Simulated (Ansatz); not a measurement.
What does this script print? It uses Ansatz 0.2.0, Python API.

`mg_fdcheck.py`:
```python
"""Forces and pressure of Mg against finite differences of the energy with displaced atoms."""

import ansatz
import numpy as np

VECTORS = np.array([
    [-1.49664, 1.46169, 1.47674],
    [1.45175, -1.45404, 1.42419],
    [1.49196, 1.44935, -1.46908],
])
SITES = [
    ("Mg", [0.0, 0.0, 0.0]),
]


def crystal_on(cell):
    crystal = ansatz.Crystal(lattice=ansatz.Lattice.of(cell))
    for symbol, position in SITES:
        crystal = crystal.atom(symbol, position)
    return crystal


def main() -> None:
    def solve(crystal):
        return (
            crystal.calculation()
            .functional("lda")
            .occupations("fermi_dirac", width=0.15)
            .basis(540, xc_grid=2)
            .kpoints(9, 9, 9)  # the mesh must be finer for metals
            .scf(tolerance=1e-09)
            .forces()
            .stress()  # positive in compression
            .run(threads=1)
        ).report


    centre = solve(crystal_on(VECTORS))
    start = crystal_on(VECTORS)
    # move one atom both ways along a Cartesian axis
    # P = -dF/dV; the difference feels the change of the plane-wave count with the cell
    volume = abs(np.linalg.det(VECTORS))
    larger, smaller = (solve(crystal_on(VECTORS * (1 + sign * 0.005) ** (1 / 3)))["lagrangian_ev"] for sign in (1, -1))
    numerical = -(larger - smaller) / (0.01 * volume) * 160.21766
    print(f"pressure: analytic {np.trace(centre['stress_gpa']) / 3:.3f}, numerical {numerical:.3f} GPa")


if __name__ == "__main__":
    main()
```

Running `python mg_fdcheck.py` prints:
```text
DeckWarning: output.stress: scf.convergence.dr2_threshold = 1e-9 eV is looser than the 1e-10 eV advised for a printed stress (1e-10 eV for each atom of the cell: 1). What an SCF threshold leaves in a [...]
pressure: analytic 63.583, numerical 63.587 GPa
```
(Warnings from the package without file and line, shortened.)

The mesh is modest for a metal, so energies can be off by several to tens of meV an atom and pressures by half a GPa or more; differences at equal mesh fare better. A Fermi-Dirac width this large means warm electrons, whose thermal share enters the free energy. Pressure is positive in compression. The cell is a database structure, distorted on purpose. The central difference errs as the square of the step, so the shorter step is the fairer test; what remains comes from the finite grid and the SCF threshold. Run time: 8 s on 1 thread of Arm Neoverse V2 (shared host), peak memory 0.39 GiB.
